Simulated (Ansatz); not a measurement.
# C4H10AlCl: basis-set convergence

The task here is to estimate one member of a computed series from the others.

Program: Ansatz 0.2.0, Gaussian basis. Level of theory: one geometry, several basis sets. These are calculated values, not measurements.

Levels to be run: PBE0-D4/def2-SVP; ωB97M-V/def2-SVP; PBE0-D4/def2-QZVPP; ωB97M-V/def2-QZVPP; the functionals' def2-TZVPP values are taken from earlier runs.

## The relaxed structure

All runs share one geometry, relaxed beforehand with PBE0-D4 in a triple-zeta def2 set.

SMILES `C[CH2][Al]([Cl])[CH2]C`, 16 atoms, charge 0, spin multiplicity 1.

Atoms are counted from 1 here; the program's logs count them from 0.

Bond lengths: C1–C2 1.529 Å, C1–H7 1.094 Å, C1–H8 1.094 Å, C1–H9 1.094 Å, C2–Al3 1.953 Å, C2–H10 1.097 Å, C2–H11 1.098 Å, Al3–Cl4 2.115 Å, Al3–C5 1.953 Å, C5–C6 1.527 Å, C5–H12 1.099 Å, C5–H13 1.099 Å, C6–H14 1.093 Å, C6–H15 1.094 Å, C6–H16 1.093 Å. Angles: C2–C1–H7 111.8°, C2–C1–H8 112.0°, C2–C1–H9 111.8°, H7–C1–H8 107.1°, H7–C1–H9 106.7°, H8–C1–H9 107.1°, C1–C2–Al3 115.6°, C1–C2–H10 110.5°, C1–C2–H11 110.5°, Al3–C2–H10 107.6°, Al3–C2–H11 107.6°, H10–C2–H11 104.3°, C2–Al3–Cl4 117.0°, C2–Al3–C5 125.2°, Cl4–Al3–C5 117.8°, Al3–C5–C6 117.1°, Al3–C5–H12 107.0°, Al3–C5–H13 107.0° and more.

The first run:

in.yaml reads:

```yaml
crystal:
  periodic: [false, false, false]
  atoms:
    - {symbol: C, position_ang: [-0.064799, -2.528244, -0.006615]}
    - {symbol: C, position_ang: [-0.530701, -1.625563, 1.135665]}
    - {symbol: Al, position_ang: [-0.344951, 0.293333, 0.826019]}
    - {symbol: Cl, position_ang: [-0.975313, 1.582320, 2.380332]}
    - {symbol: C, position_ang: [0.372151, 1.106541, -0.798156]}
    - {symbol: C, position_ang: [0.430539, 2.631747, -0.843672]}
    - {symbol: H, position_ang: [-0.618187, -2.334125, -0.929574]}
    - {symbol: H, position_ang: [-0.195326, -3.588641, 0.228735]}
    - {symbol: H, position_ang: [0.993721, -2.378762, -0.236762]}
    - {symbol: H, position_ang: [0.008889, -1.866201, 2.060558]}
    - {symbol: H, position_ang: [-1.583239, -1.822330, 1.376467]}
    - {symbol: H, position_ang: [1.372120, 0.679506, -0.956716]}
    - {symbol: H, position_ang: [-0.219603, 0.719957, -1.639472]}
    - {symbol: H, position_ang: [-0.560881, 3.075786, -0.727341]}
    - {symbol: H, position_ang: [0.844872, 2.997247, -1.787953]}
    - {symbol: H, position_ang: [1.047807, 3.034732, -0.037316]}
basis:
  gaussian: {orbitals: def2-SVP}
hamiltonian: {xc: pbe0, dispersion: d4}
output: {orbitals: {seedname: orbitals}}
```

Run with:

```bash
ansatz run in.yaml --threads 4 --pin off --events-out ev --progress --plain --max-ram 11315MiB
```

Steps of the session up to this table: PBE0-D4 in def2-SVP; ωB97M-V in def2-SVP; PBE0-D4 in def2-QZVPP; ωB97M-V in def2-QZVPP.

One table of the session follows, with a row left open; its other results are not shown here.

It belongs to the step «Functionals by basis». 

```
functional       basis  HOMO (eV)
   PBE0-D4    def2-SVP          ?
   PBE0-D4  def2-TZVPP      -7.31
   PBE0-D4  def2-QZVPP      -7.32
   ωB97M-V    def2-SVP      -9.45
   ωB97M-V  def2-TZVPP      -9.50
   ωB97M-V  def2-QZVPP      -9.51
```

**Question.** Estimate the row for PBE0-D4, def2-SVP.

**Answer.** HOMO (eV): -7.27. In the column «HOMO (eV)» it is the highest.
